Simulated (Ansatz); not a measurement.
# HfMoC2 (P4/mmm) in Ansatz: equation of state

How stiff is HfMoC2 in PBEsol, and what volume does it want? The cell is scaled to several volumes.

Everything below comes from runs of Ansatz 0.2.0. Logs are shortened: lines on timing, memory, paths and dates and some standing lists are left out, and cuts for length are marked.

### 1 Starting point

The structure is tetragonal, space group P4/mmm (No. 123). Conventional cell: a = 3.191 Å, b = 3.191 Å, c = 4.485 Å, α = 90.00°, β = 90.00°, γ = 90.00°. Hf (site symmetry 4/mmm) has 6 C at 2.24 to 2.26 Å as nearest neighbours. Mo (site symmetry 4/mmm) has 6 C at 2.24 to 2.26 Å as nearest neighbours. Around C (site symmetry 4/mmm) lie 2 Mo at 2.24 Å and 4 Hf at 2.26 Å. C (site symmetry 4/mmm) has 2 Hf at 2.24 Å and 4 Mo at 2.26 Å as nearest neighbours.

The cell comes from a database or a generator and needn't be the stable form of this composition.

### 2 Single point, PBEsol, 10.74 Å³/atom (volume scaled by 0.94)

input.yaml

```yaml
crystal:
  lattice:
    - [3.1262736378, 0.0, 0.0]
    - [0.0, 3.1262736378, 0.0]
    - [0.0, 0.0, 4.3936043497]
  atoms:
    - { symbol: Hf, position: [0.0, 0.0, 0.0] }
    - { symbol: Mo, position: [0.5, 0.5, 0.5] }
    - { symbol: C, position: [0.5, 0.5, 0.0] }
    - { symbol: C, position: [0.0, 0.0, 0.5] }
hamiltonian:
  xc: pbesol
  pseudopotentials: { kind: paw }
kpoints:
  mp_grid: { grid: [8, 8, 6] }
scf:
  occupations: { method: fermi_dirac, width: 0.05 }
output:
  forces: true
  stress: true
  eigenvalues: true
  write_density: true
  write_potential: true
  elf: true
  volumetric_format: npy
```

Potentials or basis: Ansatz PAW.

Run with:

```console
ansatz run input.yaml --threads 2 --pin off --max-ram 5632MiB --backend cpu --events-out ev --progress --plain --runs-dir out
```

Log:

```text
Warning: RAYON_NUM_THREADS=2 ignored (pool sized by the plan → 2); use --threads N
Engine: ansatz 0.2.0, x86_64-unknown-linux-gnu
Pseudopotentials: kind: paw
Pseudopotential: Hf, paw, valence charge 26, recommended cutoff 420 eV (normal), Hf.paw.azcp
Pseudopotential: Mo, paw, valence charge 14, recommended cutoff 420 eV (normal), Mo.paw.azcp
Pseudopotential: C, paw, valence charge 4, recommended cutoff 420 eV (normal), C.paw.azcp
Functional definition: PBEsol
  exchange = pbesol_x
  correlation = pbesol_c
Crystal: 4 atoms, lattice volume = 42.941 Å³
Basis set: ecut = 420 eV, 855 PW (Γ), exchange–correlation on 48×48×60 points (8 copies of the dense FFT grid, shifted against one another)
Bands: 29, of which v1, the nominal top of the filled ones, is band 24 counted from 1 (23 counted from 0)
Symmetry: 16 space group operations
Space group: P4/mmm (ITA 123), of the structure as read, at distance tolerance 3.5e-5 Å
k-points: 60 of 384
Non-local potential: Hf, projectors of the file, l = 0: 3, l = 1: 2, l = 2: 2, l = 3: 3
Non-local potential: Mo, projectors of the file, l = 0: 3, l = 1: 2, l = 2: 2, l = 3: 1
Non-local potential: C, projectors of the file, l = 0: 2, l = 1: 2, l = 2: 1
PAW form: soft (Blöchl's): semilocal exchange-correlation on the pseudo side does not see the compensation charge
PAW frozen core: Hf, regenerated for the run's functional, and the local potential with it (the file was generated under x = pbe(κ = 0.804, μ = 0.2195149727645171), c = pbe(β = 0.06672455060314922))
PAW frozen core: Mo, regenerated for the run's functional, and the local potential with it (the file was generated under x = pbe(κ = 0.804, μ = 0.2195149727645171), c = pbe(β = 0.06672455060314922))
PAW frozen core: C, regenerated for the run's functional, and the local potential with it (the file was generated under x = pbe(κ = 0.804, μ = 0.2195149727645171), c = pbe(β = 0.06672455060314922))
PAW one-centre angular grid: Hf, 590 points (default); XC on 64 Gauss nodes
PAW one-centre angular grid: Mo, 590 points (default); XC on 64 Gauss nodes
PAW one-centre angular grid: C, 110 points (default); XC on 64 Gauss nodes
Initial density: superposition of atomic densities (neutral atoms: chi_scale 0, normalization atom), corrected by the library's trained network
Initial wavefunctions: pseudopotential atomic-orbital guess
Functional: x = pbesol(κ = 0.804, μ = 0.12345679012345678), c = pbesol(β = 0.046)
SCF iter   1: F=—  HF=-20990.595145 eV  |F-HF|=—  |Δ(HF+E_count)|=         —  Δρ=1.09e-2  dr2=5.16e-2  ethr=1.77e-3  ⟨swp⟩=5.5  Hψ=7053  notcnv=0
preconditioner: auto → Kerker (q_TF=auto, 2.779 Å⁻¹)  [metal: Δε(μ)=0.067 eV  Ē_g=17.475 eV  σ=0.050 eV  W_gap=0.32  n_scr=14 (ndim 8)  ℏωp=37.6 eV  f_vac=0.000  D(μ)=1.32/eV (n_scr^D=6)]
SCF iter   2: F=—  HF=-20990.585434 eV  |F-HF|=—  |Δ(HF+E_count)|=   9.71e-3  Δρ=5.83e-3  dr2=1.63e-2  ethr=1.07e-4  ⟨swp⟩=1.4  Hψ=2280  notcnv=0
SCF iter   3: F=—  HF=-20990.581712 eV  |F-HF|=—  |Δ(HF+E_count)|=   3.72e-3  Δρ=1.01e-3  dr2=3.43e-4  ethr=3.40e-5  ⟨swp⟩=2.1  Hψ=2987  notcnv=0
SCF iter   4: F=—  HF=-20990.581277 eV  |F-HF|=—  |Δ(HF+E_count)|=   4.35e-4  Δρ=5.02e-4  dr2=1.28e-4  ethr=7.14e-7  ⟨swp⟩=2.0  Hψ=3093  notcnv=0
SCF iter   5: F=—  HF=-20990.581251 eV  |F-HF|=—  |Δ(HF+E_count)|=   2.58e-5  Δρ=1.30e-4  dr2=9.79e-6  ethr=2.66e-7  ⟨swp⟩=2.5  Hψ=2958  notcnv=0
SCF iter   6: F=—  HF=-20990.581260 eV  |F-HF|=—  |Δ(HF+E_count)|=   8.97e-6  Δρ=2.20e-5  dr2=4.47e-7  ethr=2.04e-8  ⟨swp⟩=2.7  Hψ=3017  notcnv=0
SCF iter   7: F=-20990.581260 eV  HF=-20990.581260 eV  |F-HF|=1.83e-8  |Δ(HF+E_count)|=   8.53e-8  Δρ=5.56e-6  dr2=1.86e-8  ethr=2.08e-10  ⟨swp⟩=7.6  Hψ=10490  notcnv=0
the search or the solves at the SCF's close seem to have found levels that the self-consistency loop had missed (the run counts 1). By its estimate they hold under 1e-12 electrons; where the run keeps them, the occupations were computed again with them
SCF 1 converged in 7 iterations: F = -20990.581260 eV  dr2 = 1.86e-8
SCF converged after 7 iterations
Free energy (F): -20990.581260 eV
Harris-Foulkes:  -20990.581260 eV  (|F-HF|=1.83e-8)
Internal energy: -20990.570567 eV  (E = F + TS)
E sigma→0 (E₀):  -20990.575914 eV
Entropy (-TS):   -0.010692 eV (-2.673 meV/atom)
Fermi energy:    21.874396 eV
--- Per-component energies (eV) ---
  E_band       = 148.857919
  E_kinetic    = 1050.854919
  E_local      = -5938.959323  (includes V_loc(G=0)·N_el)
  E_nonlocal   = -1040.063323
  E_hartree    = 2719.498961
  E_xc         = -580.312799
  E_vxc        = -619.519974  (∫ρ·V_xc dr)
  E_paw        = -10142.822077  (= ΣΔE_a)
  E_vpaw       = 1257.553030  (= ΣTr[D̂ρ^β])
  E_aug_tail   = 0.000094  (compensation charges beyond the density's cutoff)
  E_ewald      = -7060.269611
  E_core_change = 1.502592  (= ΣΔE_core)
  E_smearing   = -0.010692  (= −TS)
  E_closure    = 0.000000  (closes the sum)
  Σ components = -20990.581260   (vs F -20990.581260, Δ=0.00e0)
--- Forces (eV/Å), atoms counted from 1 ---
  atom   1  Hf    -0.00000000    -0.00000000     0.00000000
  atom   2  Mo    -0.00000000    -0.00000000     0.00000000
  atom   3  C      0.00000000    -0.00000000     0.00000000
  atom   4  C      0.00000000    -0.00000000     0.00000000
  max |Σ_I F_I| component: 1.22e-29 eV/Å
--- Stress (GPa, compression-positive) ---
       10.964153       0.000000       0.000000
        0.000000      10.964153       0.000000
        0.000000       0.000000       6.236401
  P = ⅓ Tr σ = 9.3882 GPa (93.882 kbar)
--- Band table (eV; the first three rows and the last of 60) ---
  k-point 0: bands = ["-40.0177", "-39.3835", "-14.1400", "-14.0346", "-14.0346", "-8.3755", "-8.0130", "-8.0130", "7.9681", "9.7165", "10.6389", "10.6536", "10.6536", "10.6764", "10.7127", "10.7179", "10.7179", "17.4729", "18.0961", "20.3865", "20.3865", "20.6583", "20.6583", "21.3393", "21.4761", "21.9853", "22.0327", "22.0327", "22.3525"]
  k-point 1: bands = ["-40.0166", "-39.3847", "-14.1377", "-14.0339", "-14.0339", "-8.3926", "-8.0141", "-8.0141", "8.2288", "9.7970", "10.6541", "10.6541", "10.6661", "10.6752", "10.7124", "10.7183", "10.7183", "17.4894", "17.5896", "19.7734", "20.0757", "20.0757", "20.4914", "20.4914", "21.0700", "21.5079", "22.6252", "22.6252", "24.4647"]
  k-point 2: bands = ["-40.0143", "-39.3872", "-14.1330", "-14.0325", "-14.0325", "-8.4265", "-8.0165", "-8.0165", "8.8985", "9.8761", "10.6551", "10.6551", "10.6728", "10.7118", "10.7192", "10.7192", "10.7308", "16.5123", "17.7472", "17.8752", "19.7269", "19.7269", "20.1638", "20.1638", "20.5047", "21.5739", "23.6555", "23.6555", "25.9970"]
  k-point 59: bands = ["-39.9648", "-39.3320", "-14.2989", "-14.2989", "-14.0694", "-8.5330", "-8.5330", "-8.3104", "10.1977", "10.6516", "10.6646", "10.6646", "10.7209", "10.7209", "10.7254", "10.7336", "11.0851", "16.9110", "17.3233", "17.3233", "17.4151", "17.5011", "17.5011", "23.1496", "23.1496", "23.4918", "25.0295", "25.0295", "25.8618"]
```

rho_z.tsv:

```text
# z_ang	rho[e/angstrom^3]
# format = ansatz-planar-average/11
# lattice	3.126273638	0.000000000	0.000000000
# lattice	0.000000000	3.126273638	0.000000000
# lattice	0.000000000	0.000000000	4.393604350
# sites	4
# site	72	0.000000000	0.000000000	0.000000000
# site	42	1.563136819	1.563136819	2.196802175
# site	6	1.563136819	1.563136819	0.000000000
# site	6	0.000000000	0.000000000	2.196802175
0.000000	3.142338e0
0.146453	2.894601e0
0.292907	2.270974e0
0.439360	1.541003e0
0.585814	9.410555e-1
0.732267	5.617780e-1
[... 22 lines left out ...]
4.100697	2.270974e0
4.247151	2.894601e0
```

Run time: 2.5 s. Hardware: 2 threads of AMD EPYC 7R13 (Zen 3), shared host; peak memory 0.43 GiB.

Results:

```yaml
Free_energy: -20990.5813 eV
Pressure: 9.4 GPa
Band_gap_on_the_k_mesh: none (metal or under the smearing width)
```

Caveat: the pressure holds a Pulay correction of +0.3 GPa for the finite cutoff; the PAW data sets come from PBE, with cores solved anew for the run's functional, which leaves a small shift of forces and pressure.

### 3 Single point, PBEsol, 10.96 Å³/atom (volume scaled by 0.96)

Changes to input.yaml since step 2:

```diff
@@ -2,5 +2,5 @@
   lattice:
-    - [3.1262736378, 0.0, 0.0]
-    - [0.0, 3.1262736378, 0.0]
-    - [0.0, 0.0, 4.3936043497]
+    - [3.1482903748, 0.0, 0.0]
+    - [0.0, 3.1482903748, 0.0]
+    - [0.0, 0.0, 4.4245462449]
   atoms:
@@ -21,5 +21 @@
   eigenvalues: true
-  write_density: true
-  write_potential: true
-  elf: true
-  volumetric_format: npy
```

Potentials or basis: Ansatz PAW.

Run with:

```console
ansatz run input.yaml --threads 2 --pin off --max-ram 5632MiB --backend cpu --events-out ev --progress --plain --runs-dir out
```

It took 1.9 s on 2 threads of AMD EPYC 7R13 (Zen 3), shared host; peak memory 0.43 GiB.

Results (log left out):

| Quantity | Value |
| --- | --- |
| Free energy | -20990.6150 eV |
| Pressure | 2.6 GPa |
| Band gap on the k mesh | none (metal or under the smearing width) |

Caveat: the pressure holds a Pulay correction of +0.3 GPa for the finite cutoff; the PAW data sets come from PBE, with cores solved anew for the run's functional, which leaves a small shift of forces and pressure.

### 4 Single point, PBEsol, 11.19 Å³/atom (volume scaled by 0.98)

Changes to input.yaml since step 3:

```diff
@@ -2,5 +2,5 @@
   lattice:
-    - [3.1482903748, 0.0, 0.0]
-    - [0.0, 3.1482903748, 0.0]
-    - [0.0, 0.0, 4.4245462449]
+    - [3.1700034083, 0.0, 0.0]
+    - [0.0, 3.1700034083, 0.0]
+    - [0.0, 0.0, 4.4550613212]
   atoms:
```

Run with:

```console
ansatz run input.yaml --threads 2 --pin off --max-ram 5632MiB --backend cpu --events-out ev --progress --plain --runs-dir out
```

Wall time 2.7 s (2 threads of AMD EPYC 7R13 (Zen 3), shared host); peak memory 0.44 GiB.

The run converged. Its results:

* Free energy: -20990.6124 eV
* Pressure: -3.5 GPa
* Band gap on the k mesh: none (metal or under the smearing width)

Caveat: the PAW data sets come from PBE, with cores solved anew for the run's functional, which leaves a small shift of forces and pressure.

### 5 Single point, PBEsol, 11.42 Å³/atom

Changes to input.yaml since step 4:

```diff
@@ -2,5 +2,5 @@
   lattice:
-    - [3.1700034083, 0.0, 0.0]
-    - [0.0, 3.1700034083, 0.0]
-    - [0.0, 0.0, 4.4550613212]
+    - [3.191423, 0.0, 0.0]
+    - [0.0, 3.191423, 0.0]
+    - [0.0, 0.0, 4.485164]
   atoms:
```

Run with:

```console
ansatz run input.yaml --threads 2 --pin off --max-ram 5632MiB --backend cpu --events-out ev --progress --plain --runs-dir out
```

It took 2.3 s on 2 threads of AMD EPYC 7R13 (Zen 3), shared host; peak memory 0.43 GiB.

It converged, with:

* Free energy: -20990.5767 eV
* Pressure: -8.9 GPa
* Band gap on the k mesh: none (metal or under the smearing width)

Caveat: the PAW data sets come from PBE, with cores solved anew for the run's functional, which leaves a small shift of forces and pressure.

### 6 Single point, PBEsol, 11.65 Å³/atom (volume scaled by 1.02)

Changes to input.yaml since step 5:

```diff
@@ -2,5 +2,5 @@
   lattice:
-    - [3.191423, 0.0, 0.0]
-    - [0.0, 3.191423, 0.0]
-    - [0.0, 0.0, 4.485164]
+    - [3.2125588676, 0.0, 0.0]
+    - [0.0, 3.2125588676, 0.0]
+    - [0.0, 0.0, 4.5148679385]
   atoms:
```

Potentials or basis: Ansatz PAW.

Run with:

```console
ansatz run input.yaml --threads 2 --pin off --max-ram 5632MiB --backend cpu --events-out ev --progress --plain --runs-dir out
```

It took 2.2 s on 2 threads of AMD EPYC 7R13 (Zen 3), shared host; peak memory 0.44 GiB.

Results (log left out):

```yaml
Free_energy: -20990.5113 eV
Pressure: -13.9 GPa
Band_gap_on_the_k_mesh: none (metal or under the smearing width)
```

Caveat: the PAW data sets come from PBE, with cores solved anew for the run's functional, which leaves a small shift of forces and pressure.

### 7 Single point, PBEsol, 11.88 Å³/atom (volume scaled by 1.04)

Changes to input.yaml since step 6:

```diff
@@ -2,5 +2,5 @@
   lattice:
-    - [3.2125588676, 0.0, 0.0]
-    - [0.0, 3.2125588676, 0.0]
-    - [0.0, 0.0, 4.5148679385]
+    - [3.233420224, 0.0, 0.0]
+    - [0.0, 3.233420224, 0.0]
+    - [0.0, 0.0, 4.5441860843]
   atoms:
```

Potentials or basis: Ansatz PAW.

Run with:

```console
ansatz run input.yaml --threads 2 --pin off --max-ram 5632MiB --backend cpu --events-out ev --progress --plain --runs-dir out
```

Log:

```text
Warning: RAYON_NUM_THREADS=2 ignored (pool sized by the plan → 2); use --threads N
[... 8 set-up lines as earlier in the session ...]
Crystal: 4 atoms, lattice volume = 47.509 Å³
Basis set: ecut = 420 eV, 927 PW (Γ), exchange–correlation on 48×48×64 points (8 copies of the dense FFT grid, shifted against one another)
Bands: 29, of which v1, the nominal top of the filled ones, is band 24 counted from 1 (23 counted from 0)
[... 1 set-up line as earlier in the session ...]
Space group: P4/mmm (ITA 123), of the structure as read, at distance tolerance 3.6e-5 Å
k-points: 60 of 384
[... 13 set-up lines as earlier in the session ...]
SCF iter   1: F=—  HF=-20990.433082 eV  |F-HF|=—  |Δ(HF+E_count)|=         —  Δρ=1.01e-2  dr2=5.74e-2  ethr=1.77e-3  ⟨swp⟩=5.4  Hψ=6600  notcnv=0
preconditioner: auto → Kerker (q_TF=auto, 2.733 Å⁻¹)  [metal: Δε(μ)=0.015 eV  Ē_g=13.858 eV  σ=0.050 eV  W_gap=0.07  n_scr=14 (ndim 8)  ℏωp=33.2 eV  f_vac=0.000  D(μ)=1.63/eV (n_scr^D=14)]
SCF iter   2: F=—  HF=-20990.423523 eV  |F-HF|=—  |Δ(HF+E_count)|=   9.56e-3  Δρ=5.31e-3  dr2=1.69e-2  ethr=1.20e-4  ⟨swp⟩=1.8  Hψ=2350  notcnv=0
SCF iter   3: F=—  HF=-20990.419587 eV  |F-HF|=—  |Δ(HF+E_count)|=   3.94e-3  Δρ=6.84e-4  dr2=2.49e-4  ethr=3.53e-5  ⟨swp⟩=2.0  Hψ=2621  notcnv=0
SCF iter   4: F=—  HF=-20990.419568 eV  |F-HF|=—  |Δ(HF+E_count)|=   1.98e-5  Δρ=3.19e-4  dr2=8.11e-5  ethr=5.19e-7  ⟨swp⟩=2.2  Hψ=2816  notcnv=0
SCF iter   5: F=—  HF=-20990.419504 eV  |F-HF|=—  |Δ(HF+E_count)|=   6.33e-5  Δρ=1.27e-4  dr2=8.15e-6  ethr=1.69e-7  ⟨swp⟩=2.0  Hψ=3096  notcnv=0
SCF iter   6: F=—  HF=-20990.419489 eV  |F-HF|=—  |Δ(HF+E_count)|=   1.53e-5  Δρ=2.82e-5  dr2=6.17e-7  ethr=1.70e-8  ⟨swp⟩=2.0  Hψ=2134  notcnv=0
SCF iter   7: F=-20990.419489 eV  HF=-20990.419489 eV  |F-HF|=1.96e-8  |Δ(HF+E_count)|=   1.10e-7  Δρ=7.36e-6  dr2=2.61e-8  ethr=2.08e-10  ⟨swp⟩=4.8  Hψ=6674  notcnv=0
SCF 1 converged in 7 iterations: F = -20990.419489 eV  dr2 = 2.61e-8
SCF converged after 7 iterations
Free energy (F): -20990.419489 eV
Harris-Foulkes:  -20990.419489 eV  (|F-HF|=1.96e-8)
Internal energy: -20990.406818 eV  (E = F + TS)
E sigma→0 (E₀):  -20990.413154 eV
Entropy (-TS):   -0.012671 eV (-3.168 meV/atom)
Fermi energy:    19.525345 eV
--- Per-component energies (eV) ---
  E_band       = 36.045071
  E_kinetic    = 1034.750474
  E_local      = -6279.568322  (includes V_loc(G=0)·N_el)
  E_nonlocal   = -1042.002490
  E_hartree    = 2836.205682
  E_xc         = -574.859129
  E_vxc        = -612.373640  (∫ρ·V_xc dr)
  E_paw        = -10140.123838  (= ΣΔE_a)
  E_vpaw       = 1262.833453  (= ΣTr[D̂ρ^β])
  E_aug_tail   = 0.000054  (compensation charges beyond the density's cutoff)
  E_ewald      = -6826.311840
  E_core_change = 1.502592  (= ΣΔE_core)
  E_smearing   = -0.012671  (= −TS)
  E_closure    = -0.000000  (closes the sum)
  Σ components = -20990.419489   (vs F -20990.419489, Δ=0.00e0)
--- Forces (eV/Å), atoms counted from 1 ---
  atom   1  Hf    -0.00000000    -0.00000000     0.00000000
  atom   2  Mo     0.00000000     0.00000000     0.00000000
  atom   3  C      0.00000000     0.00000000     0.00000000
  atom   4  C      0.00000000    -0.00000000     0.00000000
  max |Σ_I F_I| component: 5.50e-29 eV/Å
--- Stress (GPa, compression-positive) ---
      -16.901017       0.000000       0.000000
        0.000000     -16.901017       0.000000
        0.000000       0.000000     -21.044949
  P = ⅓ Tr σ = -18.2823 GPa (-182.823 kbar)
--- Band table (eV; the first three rows and the last of 60) ---
  k-point 0: bands = ["-42.4120", "-42.0410", "-16.4637", "-16.4160", "-16.4160", "-10.9008", "-10.6399", "-10.6399", "6.2512", "7.9781", "7.9894", "7.9894", "7.9952", "8.0128", "8.0248", "8.0304", "8.0304", "15.7001", "15.7905", "18.2336", "18.2336", "18.3642", "18.3642", "19.1243", "19.1703", "19.6802", "19.7088", "19.7088", "19.9103"]
  k-point 1: bands = ["-42.4113", "-42.0417", "-16.4628", "-16.4156", "-16.4156", "-10.9102", "-10.6404", "-10.6404", "6.4736", "7.9005", "7.9898", "7.9898", "7.9946", "8.0246", "8.0307", "8.0307", "8.1563", "15.2842", "15.8014", "17.6449", "17.9149", "17.9149", "18.2530", "18.2530", "18.9448", "19.1500", "20.2272", "20.2272", "21.7776"]
  k-point 2: bands = ["-42.4098", "-42.0433", "-16.4610", "-16.4149", "-16.4149", "-10.9288", "-10.6415", "-10.6415", "7.0471", "7.8424", "7.9905", "7.9905", "7.9934", "8.0242", "8.0313", "8.0313", "8.2578", "14.5176", "15.7945", "16.0465", "17.5598", "17.5598", "17.9989", "17.9989", "18.4691", "19.2030", "21.1049", "21.1049", "23.1172"]
  k-point 59: bands = ["-42.3793", "-42.0094", "-16.5969", "-16.5969", "-16.4198", "-11.0022", "-11.0022", "-10.8495", "7.8577", "7.9873", "7.9919", "7.9919", "8.0297", "8.0344", "8.0344", "8.8374", "8.8679", "15.0132", "15.3232", "15.3232", "15.4202", "15.4202", "15.4609", "20.5656", "20.5656", "20.8289", "22.5420", "22.5420", "22.8053"]
```

It took 2.2 s on 2 threads of AMD EPYC 7R13 (Zen 3), shared host; peak memory 0.43 GiB.

What came out:

- Free energy: -20990.4195 eV
- Pressure: -18.3 GPa
- Band gap on the k mesh: none (metal or under the smearing width)

Caveat: the PAW data sets come from PBE, with cores solved anew for the run's functional, which leaves a small shift of forces and pressure.

### 8 Single point, PBEsol, 12.11 Å³/atom (volume scaled by 1.06)

Changes to input.yaml since step 7:

```diff
@@ -2,5 +2,5 @@
   lattice:
-    - [3.233420224, 0.0, 0.0]
-    - [0.0, 3.233420224, 0.0]
-    - [0.0, 0.0, 4.5441860843]
+    - [3.2540158126, 0.0, 0.0]
+    - [0.0, 3.2540158126, 0.0]
+    - [0.0, 0.0, 4.5731307251]
   atoms:
```

Run with:

```console
ansatz run input.yaml --threads 2 --pin off --max-ram 5632MiB --backend cpu --events-out ev --progress --plain --runs-dir out
```

It took 2.2 s on 2 threads of AMD EPYC 7R13 (Zen 3), shared host; peak memory 0.46 GiB.

It converged, with:

```
Free energy            : -20990.3037 eV
Pressure               : -22.3 GPa
Band gap on the k mesh : none (metal or under the smearing width)
```

Caveat: the PAW data sets come from PBE, with cores solved anew for the run's functional, which leaves a small shift of forces and pressure.

### 9 Equation of state, PBEsol

Potentials or basis: Ansatz PAW.

This step only gathers the single runs of the series.

Results:

| Quantity | Value |
| --- | --- |
| Equilibrium volume | 11.06 Å³/atom |
| Bulk modulus at fixed shape and positions | 297 GPa |
| Pressure derivative of the bulk modulus | 4.2 |

Energy against volume, from the lowest point:
| volume (Å³/atom) | energy (meV/atom) |
| --- | --- |
| 10.735 | 8.44 |
| 10.964 | 0.00 |
| 11.192 | 0.66 |
| 11.421 | 9.59 |
| 11.649 | 25.92 |
| 11.877 | 48.88 |
| 12.106 | 77.82 |

Caveat: the cell was scaled at fixed shape and fractional positions, which overstates the stiffness of a crystal with free parameters, most of all of layers and chains. The run has no spin-orbit coupling, so splittings on Hf are missing.
